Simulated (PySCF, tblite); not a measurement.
**C₆H₉F₂ radical: geometry, infrared bands and EPR parameters**

Wanted: the infrared bands and EPR parameters of C₆H₉F₂ radical (`C/[C]=C\[C@@H](C)C(F)F`), by calculation.

Programs: tblite 0.8.0 and PySCF 2.14.0, with density-fitted response routines of our own. Each step states its level of theory. These are calculated values for one molecule in the gas phase, unless marked as measured. Atoms count from 0, in the outputs and in this text.

### Step 1. The molecule as given

17 atoms, charge 0, multiplicity 2; geometry from: force field or distance geometry start.

Bonds of the start (Å): C0–C1 1.48, C1–C2 1.29, C2–C3 1.52, C3–C4 1.54, C3–C5 1.52, C5–F6 1.35, C5–F7 1.36, C0–H8 1.09, C0–H9 1.08, C0–H10 1.09, C2–H11 1.09, C3–H12 1.09, C4–H13 1.10, C4–H14 1.08, C4–H15 1.10, C5–H16 1.10.

### Step 2. Relaxing the molecule with GFN2-xTB

Job settings and geometry (Å):

```
{"job": {"kind": "relax", "xc": "GFN2-xTB", "basis": "xTB"}, "charge": 0, "multiplicity": 2}
C      2.942700    -0.768200     0.482700
C      1.600000    -0.147400     0.498700
C      0.430700     0.387800     0.540000
C     -0.737600    -0.017800    -0.346800
C     -1.896500    -0.525500     0.534600
C     -1.189000     1.122300    -1.245500
F     -2.164200     0.699300    -2.083500
F     -1.709400     2.136900    -0.501900
H      2.973400    -1.590300    -0.236700
H      3.690600    -0.032900     0.205000
H      3.192700    -1.166800     1.466100
H      0.240700     1.202900     1.238400
H     -0.432900    -0.856700    -0.973600
H     -2.726000    -0.860100    -0.100100
H     -1.587000    -1.362400     1.150300
H     -2.271300     0.262700     1.206400
H     -0.364000     1.528100    -1.844100
```

Command:

```console
OMP_NUM_THREADS=1 python probes_run.py task.json out
```

One launch serves the whole session: the jobs run in the order shown.

**Question.** This job is followed by: GFN2-xTB harmonic vibrations, gas phase; UKS B3LYP, pcH-1 on C F H, non-relativistic, mean-field spin-orbit, GIAO. Predict these results of the whole session: strongest single infrared mode (GFN2-xTB); zero-point energy (GFN2-xTB); g(iso) (B3LYP); ⟨S²⟩; largest a(iso) (averaged by class); potential on the surface of density 0.002 e/bohr³, 1st and 99th percentile.

As calculated:

```
                                                                  quantity                  value
                                 strongest single infrared mode (GFN2-xTB)  1035 cm⁻¹, 110 km/mol
                                              zero-point energy (GFN2-xTB)          83.2 kcal/mol
                                                            g(iso) (B3LYP)                2.00222
                                                                      ⟨S²⟩     0.758 (exact 0.75)
                                        largest a(iso) (averaged by class)   13C on C1, 268.0 MHz
potential on the surface of density 0.002 e/bohr³, 1st and 99th percentile     -0.93 V and 1.06 V
```

**Reading.** The optimisation took 68 steps and gained 0.201 eV; among the close pairs (by a distance rule), C0–C1 changed most, from 1.479 to 1.452 Å. All 45 modes are real, so the xTB geometry is a minimum. The strongest single mode, at 1035 cm⁻¹, is spread over many atoms; the largest shares are those of C5, F6. Unscaled tight-binding wavenumbers are off by several per cent, some by more. Its intensities can rank the bands wrongly. Most of the unpaired spin sits on C1 (1.00 e). The isotropic g lies 0.1 ppt below the free-electron value. These values are for one conformer; the search (at its own cheap level) found 2 more, at 0.46, 2.09 kcal/mol, and measured spectra average over such forms.
